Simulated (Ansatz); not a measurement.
# SnClF: the cost of one run

Computed with Ansatz 0.2.0 through its Python package. The levels of theory stand in the script.

## Step 1: The system

Symmetry: P4/nmm, No. 129, tetragonal system. Conventional cell: a = 4.055 Å, b = 4.055 Å, c = 7.364 Å, α = 90.00°, β = 90.00°, γ = 90.00°. Sn (site symmetry 4mm) is surrounded by 4 F at 2.52 Å and 5 Cl at 3.06 to 3.29 Å. Cl (site symmetry 4mm) is surrounded by 5 Sn at 3.06 to 3.29 Å. Around F (site symmetry -4m2) lie 4 Sn at 2.52 Å.

No structure file is read: the coordinates are typed or built in the script.

## Step 2: The code

The input, snclf_xc.py:

```python
"""One structure of SnClF under several functionals."""

import ansatz
import pandas as pd
from pymatgen.core import Lattice, Structure
from pymatgen.io.ase import AseAtomsAdaptor

pmg_structure = Structure(
    Lattice([(4.054978, 0.0, 0.0), (0.0, 4.054978, 0.0), (0.0, 0.0, 7.36387)]),
    ["Sn", "Sn", "Cl", "Cl", "F", "F"],
    [
        (0.0, 0.5, 0.79639),
        (0.5, 0.0, 0.20361),
        (0.5, 0.0, 0.650633),
        (0.0, 0.5, 0.349367),
        (0.5, 0.5, 0.0),
        (0.0, 0.0, 0.0),
    ],
)
snclf = ansatz.Crystal.from_ase(AseAtomsAdaptor.get_atoms(pmg_structure))

model = (
    snclf.calculation()
    .basis(35 * ansatz.Ry)
    .kpoints(5, 5, 3, center="gamma")
    .occupations("fixed")
    .initial_density(normalization="atom")
    .scf(max_iterations=80, extra_bands=2)
    .band_table()
)

rows = []
for value in ["blyp", "pbesol", "lda"]:
    report = model.functional(value).run(threads=1, backend="cpu").report
    rows.append((value, report["free_energy_ev"] / len(report["lattice"]["sites"]), report["n_iterations"], report["gap_by_band_count_ev"], report["n_kpoints"]))

table = pd.DataFrame(rows, columns=["functional", "F/atom (eV)", "iterations", "gap by band count (eV)", "k-points"])
print(table.round(5).to_string(index=False))
```

## Step 3: The input behind the calls

The engine receives this input (first run):

```yaml
crystal:
  lattice:
    - [4.054978, 0.0, 0.0]
    - [0.0, 4.054978, 0.0]
    - [0.0, 0.0, 7.36387]
  atoms:
    - { symbol: Sn, position: [0.0, 0.5, 0.79639] }
    - { symbol: Sn, position: [0.5, 0.0, 0.20361] }
    - { symbol: Cl, position: [0.5, 0.0, 0.650633] }
    - { symbol: Cl, position: [0.0, 0.5, 0.349367] }
    - { symbol: F, position: [0.5, 0.5, 0.0] }
    - { symbol: F, position: [0.0, 0.0, 0.0] }
basis:
  ecutwfc: 476.19925930478996
kpoints:
  mp_grid:
    grid: [5, 5, 3]
    shift: [0.0, 0.0, 0.0]
hamiltonian:
  xc: blyp
scf:
  max_iter: 80
  n_extra_bands: 2
  occupations:
    method: fixed
  initial_density:
    normalization: atom
output:
  eigenvalues: true
```

## Step 4: The run

Launch:

```sh
$ python snclf_xc.py
```

**Question.** How long does this script take on 1 thread of Arm Neoverse V2, shared host, and how much memory does it need?

About 9.3 s, with a peak of 0.51 GiB.
